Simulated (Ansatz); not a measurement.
# Pt: the cost of one run

Program: Ansatz 0.2.0. Level of theory: DFT PBEsol, scalar-relativistic, plane waves, PAW. These are calculated values, not measurements.

This is Pt in the hcp structure; at room conditions it is fcc.

1 further run of the same task is left out (it didn't finish).

## Step 1: Starting point

It takes space group P6_3/mmc (No. 194, hexagonal). Conventional cell: a = 2.761 Å, b = 2.761 Å, c = 4.792 Å, α = 90.00°, β = 90.00°, γ = 120.00°. Around Pt (site symmetry -6m2) lie 12 Pt at 2.76 to 2.88 Å.

As a file:

```cif
data_structure
_symmetry_space_group_name_H-M 'P 1'
_symmetry_Int_Tables_number 1
_cell_length_a 2.7607
_cell_length_b 2.7607
_cell_length_c 4.7921
_cell_angle_alpha 90.000
_cell_angle_beta 90.000
_cell_angle_gamma 120.000
_cell_volume 31.63
loop_
_atom_site_label
_atom_site_type_symbol
_atom_site_fract_x
_atom_site_fract_y
_atom_site_fract_z
_atom_site_occupancy
Pt1 Pt 0.66667 0.33333 0.75000 1
Pt2 Pt 0.33333 0.66667 0.25000 1
```

It goes back to an entry of the Materials Project, which need not be the stable form.

The cell is taken as given, not relaxed at this level.

## Step 2: The reference: the undisturbed cell on the scan's mesh

input.yaml

```yaml
crystal:
  lattice:
    - [2.7606656158, 0.0, 0.0]
    - [-1.3803328079, 2.3908065546, 0.0]
    - [0.0, 0.0, 4.792134]
  atoms:
    - { symbol: Pt, position: [0.6666666667, 0.3333333333, 0.75] }
    - { symbol: Pt, position: [0.3333333333, 0.6666666667, 0.25] }
basis:
  ecutwfc: 420
kpoints:
  mp_grid: { grid: [18, 18, 10] }
hamiltonian:
  xc: pbesol
scf:
  occupations: { method: gaussian, width: 0.15 }
output:
  forces: true
  stress: true
  eigenvalues: true
```

The run is started by

```sh
ansatz run input.yaml --threads 1 --pin off --max-ram 2560MiB --backend cpu --events-out ev --progress --plain --runs-dir out
```

**Question.** How long does this run take on 1 thread of Intel Xeon at 2.50GHz (Skylake/Cascade Lake), shared host, and how much memory does it need?

About 14 s, with a peak of 0.41 GiB.
